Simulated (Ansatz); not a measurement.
# MnCo3C, space group Pm-3m: a convergence test of the plane-wave cutoff

Program: Ansatz's Python interface.

`ecut_mnco3c.py`:
```python
# -*- coding: utf-8 -*-
"""Cutoff test for MnCo3C."""

import warnings

import ansatz as az
from tabulate import tabulate

warnings.simplefilter("ignore", az.DeckWarning)

structure = (
    az.Lattice.of([3.754344, 0.0, 0.0], [0.0, 3.754344, 0.0], [0.0, 0.0, 3.754344])
    .atom("Mn", [0.5, 0.5, 0.5], moment=2.8)
    .atom("Co", [0.5, 0.0, 0.0], moment=-1.8)
    .atom("Co", [0.0, 0.5, 0.0], moment=1.8)
    .atom("Co", [0.0, 0.0, 0.5], moment=-1.8)
    .atom("C", [0.0, 0.0, 0.0])
)

job = (
    structure.calculation()
    .functional(az.Functional.LDA)
    .kpoints(6)
    .occupations("Fermi-Dirac")
    .spin("collinear")
    .scf(tolerance=1e-10)
    .forces()
    .stress()
)

rows = []
for value in [300, 350, 400, 450]:
    report = job.basis(value).run(threads=1).report
    rows.append((value, report["free_energy_ev"] / len(report["lattice"]["sites"]), report["n_iterations"], sum(report["stress_gpa"][i][i] for i in range(3)) / 3, max(abs(f) for row in report["forces_ev_ang"] for f in row), report["magnetization_mub"], report["n_pw"]))

print(tabulate(rows, headers=["cutoff (eV)", "F/atom (eV)", "iterations", "P (GPa)", "max component (eV/A)", "moment (muB)", "plane waves"], floatfmt=".4f", tablefmt="grid"))

# the last row is the reference
for row in rows[:-1]:
    shift = 1000 * (row[1] - rows[-1][1])
    print(f"{row[0]}: {shift:+.2f} meV/atom" + ("  (within 5 meV)" if abs(shift) < 5 else ""))
```

`python ecut_mnco3c.py` gives:
```text
RunWarning: the starting moments were not kept: 2 of 4 ended reversed and 2 kept their direction, counting a site from 0.1 μB. The largest reversed, site 3 (counted from 0, in the order of the [...]
+---------------+---------------+--------------+-----------+------------------------+----------------+---------------+
|   cutoff (eV) |   F/atom (eV) |   iterations |   P (GPa) |   max component (eV/A) |   moment (muB) |   plane waves |
+===============+===============+==============+===========+========================+================+===============+
|           300 |    -3853.9641 |           19 |  -20.8432 |                 0.0000 |         5.7061 |           619 |
+---------------+---------------+--------------+-----------+------------------------+----------------+---------------+
|           350 |    -3854.3453 |           20 |  -17.6755 |                 0.0000 |         5.7438 |           751 |
+---------------+---------------+--------------+-----------+------------------------+----------------+---------------+
|           400 |    -3854.3941 |           19 |  -17.7228 |                 0.0000 |         5.7525 |           949 |
+---------------+---------------+--------------+-----------+------------------------+----------------+---------------+
|           450 |    -3854.3983 |           20 |  -17.7703 |                 0.0000 |         5.7538 |          1189 |
+---------------+---------------+--------------+-----------+------------------------+----------------+---------------+
300: +434.14 meV/atom
350: +52.98 meV/atom
400: +4.18 meV/atom  (within 5 meV)
```
(Warnings from the package without file and line, shortened, repeats left out.)

From 400 eV on it stays within 5 meV an atom of the value at 450 eV; the first row (300 eV) is off by 434.1 meV and the last but one by 4.18 meV. The energy falls steadily, as expected when plane waves are added. The pressure moves from -20.84 to -17.77 GPa (the program's stress holds a Pulay correction, so it settles early). The last run costs about 1.6 times the first.

Caveats:
- The SCF didn't keep the moments it started from (some shrank, vanished or turned); what is printed is the state reached.
- The mesh is modest for a metal, so energies can be off by several to tens of meV an atom and pressures by half a GPa or more; differences at equal mesh fare better.
- Forces vanish by symmetry here and test nothing.
- Pressure is positive in compression.
- The structure comes from a database of computed cells and needn't be a stable or known phase.
- Shifts are counted from the last row, which is itself no proven limit.
- The script silences the warnings on its input, which a real study should read.
- Hardware and time: 90 s on 1 thread of Arm Neoverse V2 (shared host), peak memory 0.6 GiB.
